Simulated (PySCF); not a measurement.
# [Tb(NH3)]3+: other functionals and bases at one geometry

How far do other levels of theory move the description of [Tb(NH3)]3+, and what does each cost? It is a constructed species; whether it can be made isn't addressed.

Program: PySCF 2.14.0. Level of theory: several levels, as the steps say, no spin–orbit coupling. These are calculated values, not measurements.

1 further run of the same task is left out (for a known fault of the program).

## 1. Starting geometry

5 atoms, charge 3, spin multiplicity 1.

Bond lengths: Tb1–N2 2.327 Å, N2–H3 1.048 Å, N2–H4 1.048 Å, N2–H5 1.048 Å. Angles: Tb1–N2–H3 116.0°, Tb1–N2–H4 116.0°, Tb1–N2–H5 116.0°, H3–N2–H4 102.2°, H3–N2–H5 102.2°, H4–N2–H5 102.2°.

As a file:

```xyz
5
H3NTb
Tb    0.0000    0.0000   -0.1329
N     0.0000    0.0000    2.1936
H     0.9417    0.0000    2.6533
H    -0.4709    0.8155    2.6533
H    -0.4708   -0.8156    2.6533
```

Formal oxidation states: Tb +3. Each metal's 8 4f electrons lie in its core potential, so multiplicities, spins and levels count the valence alone. An earlier session relaxed this geometry at PBE0, Tb lcecp-1-SVP with ECP54, N def2-SVP, H def2-SVP (singlet, point group C3v).

At PBE0 on the finer grid: E = -91.616149 Eh, HOMO -27.83 eV, LUMO -20.33 eV, Mulliken charge on Tb1 +2.47 e, largest force component 0.004 eV/Å. 

Levels to run: TPSSh; PBE; PBE0, TZVP. Hardware: 2 threads of Arm Neoverse N1, shared host.

## 2. TPSSh

Input file run.py (the lines that set the calculation):

```python
mol = gto.M(atom='''
Tb     0.00000     0.00000    -0.13289
N      0.00000     0.00000     2.19361
H      0.94174     0.00004     2.65327
H     -0.47090     0.81555     2.65327
H     -0.47084    -0.81559     2.65327''',
    basis={'Tb': 'lcecp-1-SVP', 'N': 'def2-SVP', 'H': 'def2-SVP'},
    ecp={'Tb': 'lcecp-1-SVP'},
    charge=3, spin=0)
mf = dft.RKS(mol, xc='TPSSH')
mf.grids.atom_grid = (75, 302)  # f atoms: unpruned, at least (60, 302)
mf = mf.density_fit()  # fitting sets: Tb AutoAux, N def2-universal-JKFIT, H def2-universal-JKFIT
mf.conv_tol = 1e-08; mf.max_cycle = 55
mf.kernel(dm0)  # dm0: the density of the relaxed state
```

Started as:

```
OMP_NUM_THREADS=2 python run.py
```

Log:

```text
init E= -91.691374185767
  HOMO = -0.99289985128102  LUMO = -0.764190195596189  gap/eV = 6.22351
cycle= 1 E= -91.6917158003116  delta_E= -0.000342  |g|= 0.00441  |ddm|= 0.0529
  HOMO = -0.993443213717189  LUMO = -0.762516670945272  gap/eV = 6.28383
cycle= 2 E= -91.6917190971064  delta_E= -3.3e-06  |g|= 0.00261  |ddm|= 0.0122
  HOMO = -0.992887373715359  LUMO = -0.763047976865534  gap/eV = 6.25425
cycle= 3 E= -91.6917207826742  delta_E= -1.69e-06  |g|= 0.00171  |ddm|= 0.0051
  HOMO = -0.993143317698937  LUMO = -0.76305764388653  gap/eV = 6.26095
cycle= 4 E= -91.6917214466297  delta_E= -6.64e-07  |g|= 0.000121  |ddm|= 0.00132
  HOMO = -0.993143255601382  LUMO = -0.763045125061524  gap/eV = 6.26129
cycle= 5 E= -91.6917214508421  delta_E= -4.21e-09  |g|= 1.7e-05  |ddm|= 0.000151
  HOMO = -0.993144633280046  LUMO = -0.763040288484308  gap/eV = 6.26146
Extra cycle  E= -91.6917214508386  delta_E= 3.51e-12  |g|= 1.82e-05  |ddm|= 3.95e-05
converged SCF energy = -91.6917214508386
```

Wall time 4 s (2 threads of Arm Neoverse N1, shared host).

It gives: E = -91.691721 Eh, HOMO -27.02 eV, LUMO -20.76 eV, Mulliken charge on Tb1 +2.47 e, largest force component 0.169 eV/Å. 

## 3. PBE

Edit run.py (the lines that set the calculation) of step 2 so:

```diff
@@ -9,3 +9,3 @@
     charge=3, spin=0)
-mf = dft.RKS(mol, xc='TPSSH')
+mf = dft.RKS(mol, xc='PBE')
 mf.grids.atom_grid = (75, 302)  # f atoms: unpruned, at least (60, 302)
```

Started as:

```
OMP_NUM_THREADS=2 python run.py
```

Log:

```text
init E= -91.6179590043242
  HOMO = -0.967545920502996  LUMO = -0.791946489612039  gap/eV = 4.77830
cycle= 1 E= -91.6187475085155  delta_E= -0.000789  |g|= 0.0319  |ddm|= 0.157
  HOMO = -0.980978401954509  LUMO = -0.783527854148113  gap/eV = 5.37290
cycle= 2 E= -91.6179061629341  delta_E= 0.000841  |g|= 0.0682  |ddm|= 0.121
  HOMO = -0.97281309503569  LUMO = -0.786347886902935  gap/eV = 5.07398
cycle= 3 E= -91.619133043625  delta_E= -0.00123  |g|= 0.00576  |ddm|= 0.0619
  HOMO = -0.972680826355464  LUMO = -0.787771151247301  gap/eV = 5.03165
cycle= 4 E= -91.6191492398952  delta_E= -1.62e-05  |g|= 0.00071  |ddm|= 0.0111
  HOMO = -0.972549816620621  LUMO = -0.787792201951385  gap/eV = 5.02751
cycle= 5 E= -91.6191493711442  delta_E= -1.31e-07  |g|= 7.13e-05  |ddm|= 0.000784
  HOMO = -0.972546727789787  LUMO = -0.787789058188326  gap/eV = 5.02751
cycle= 6 E= -91.619149372225  delta_E= -1.08e-09  |g|= 1.14e-05  |ddm|= 6.76e-05
  HOMO = -0.972546560330549  LUMO = -0.7877872646238  gap/eV = 5.02756
Extra cycle  E= -91.6191493722362  delta_E= -1.12e-11  |g|= 9.9e-06  |ddm|= 2.31e-05
converged SCF energy = -91.6191493722362
```

Wall time 3.2 s (2 threads of Arm Neoverse N1, shared host).

Read off: E = -91.619149 Eh, HOMO -26.46 eV, LUMO -21.44 eV, Mulliken charge on Tb1 +2.42 e, largest force component 0.379 eV/Å. 

## 4. PBE0, TZVP

Basis: Tb lcecp-1-TZVP with ECP54, N def2-TZVP, H def2-TZVP. 

Input file run.py (the lines that set the calculation):

```python
mol = gto.M(atom='''
Tb     0.00000     0.00000    -0.13289
N      0.00000     0.00000     2.19361
H      0.94174     0.00004     2.65327
H     -0.47090     0.81555     2.65327
H     -0.47084    -0.81559     2.65327''',
    basis={'Tb': 'lcecp-1-TZVP', 'N': 'def2-TZVP', 'H': 'def2-TZVP'},
    ecp={'Tb': 'lcecp-1-TZVP'},
    charge=3, spin=0)
mf = dft.RKS(mol, xc='PBE0')
mf.grids.atom_grid = (75, 302)  # f atoms: unpruned, at least (60, 302)
mf = mf.density_fit()  # fitting sets: Tb AutoAux, N def2-universal-JKFIT, H def2-universal-JKFIT
mf.conv_tol = 1e-08; mf.max_cycle = 55
mf.kernel(dm0)  # dm0: free metal ions and neutral atoms
```

Started as:

```
OMP_NUM_THREADS=2 python run.py
```

Log:

```text
init E= -83.9552980729063
  HOMO = -1.68930838330862  LUMO = -0.946269798183357  gap/eV = 20.21911
cycle= 1 E= -89.3993359115409  delta_E= -5.44  |g|= 3.74  |ddm|= 2.15
cycle= 2 E= -80.0475993490893  delta_E= 9.35  |g|= 3.76  |ddm|= 3.42
  HOMO = -1.16182019515892  LUMO = -0.953602767255028  gap/eV = 5.66588
cycle= 3 E= -90.7211271491499  delta_E= -10.7  |g|= 1.91  |ddm|= 3.57
  HOMO = -1.24120161329476  LUMO = -0.656129702745007  gap/eV = 15.92062
cycle= 4 E= -91.4496952840392  delta_E= -0.729  |g|= 0.95  |ddm|= 1.35
  HOMO = -0.98891595191504  LUMO = -0.759275685140947  gap/eV = 6.24883
cycle= 5 E= -91.6701182545667  delta_E= -0.22  |g|= 0.251  |ddm|= 0.944
  HOMO = -1.01281638285957  LUMO = -0.746418160163074  gap/eV = 7.24906
cycle= 6 E= -91.683346866345  delta_E= -0.0132  |g|= 0.039  |ddm|= 0.183
  HOMO = -1.01976714099048  LUMO = -0.747746984758786  gap/eV = 7.40205
cycle= 7 E= -91.6836719251545  delta_E= -0.000325  |g|= 0.00538  |ddm|= 0.039
  HOMO = -1.01964093578578  LUMO = -0.745241029339633  gap/eV = 7.46680
cycle= 8 E= -91.6836816569208  delta_E= -9.73e-06  |g|= 0.00119  |ddm|= 0.00679
  HOMO = -1.01975182281203  LUMO = -0.745352375120664  gap/eV = 7.46679
cycle= 9 E= -91.6836819861546  delta_E= -3.29e-07  |g|= 0.000232  |ddm|= 0.000756
  HOMO = -1.01977975662328  LUMO = -0.745356653387246  gap/eV = 7.46743
cycle= 10 E= -91.6836820004422  delta_E= -1.43e-08  |g|= 1.66e-05  |ddm|= 0.000171
  HOMO = -1.01977699631975  LUMO = -0.745354855879164  gap/eV = 7.46741
cycle= 11 E= -91.6836820005604  delta_E= -1.18e-10  |g|= 2.02e-06  |ddm|= 2.07e-05
  HOMO = -1.01977640017085  LUMO = -0.745355671045182  gap/eV = 7.46737
Extra cycle  E= -91.6836820005605  delta_E= -9.95e-14  |g|= 2.55e-06  |ddm|= 4.04e-06
converged SCF energy = -91.6836820005605
```

Run time: 8.8 s. Hardware: 2 threads of Arm Neoverse N1, shared host.

Result: E = -91.683682 Eh, HOMO -27.75 eV, LUMO -20.28 eV, Mulliken charge on Tb1 +2.56 e, largest force component 0.318 eV/Å. 

## 5. All levels side by side

| level | state | HOMO (eV) | gap (eV) | charge on Tb1 (e) | dipole (D) | largest force (eV/Å) | basis functions | time |
| --- | --- | --- | --- | --- | --- | --- | --- | --- |
| PBE0 (relaxed here) | singlet | -27.83 | 7.50 | 2.47 | 3.84 | 0.00 | 62 | 5.8 s |
| TPSSh | singlet | -27.02 | 6.26 | 2.47 | 3.89 | 0.17 | 62 | 4 s |
| PBE | singlet | -26.46 | 5.03 | 2.42 | 4.20 | 0.38 | 62 | 3.2 s |
| PBE0, TZVP | singlet | -27.75 | 7.47 | 2.56 | 3.91 | 0.32 | 96 | 8.8 s |

Times are on 2 threads of Arm Neoverse N1, shared host; the first row also made further properties. The dipole of a charged species depends on the origin, so these sizes hold for this origin alone.

In one basis the HOMO–LUMO gap runs from 5.03 eV (PBE) to 7.50 eV (PBE0). The largest leftover force, 0.38 eV/Å with PBE, stands at a geometry relaxed at another level. The Mulliken charge on Tb spans +2.42 to +2.56 e over the levels. With 4f in the core, its levels are missing from HOMO and gap. Total energies of different levels can't be compared. Spin–orbit coupling is left out throughout.
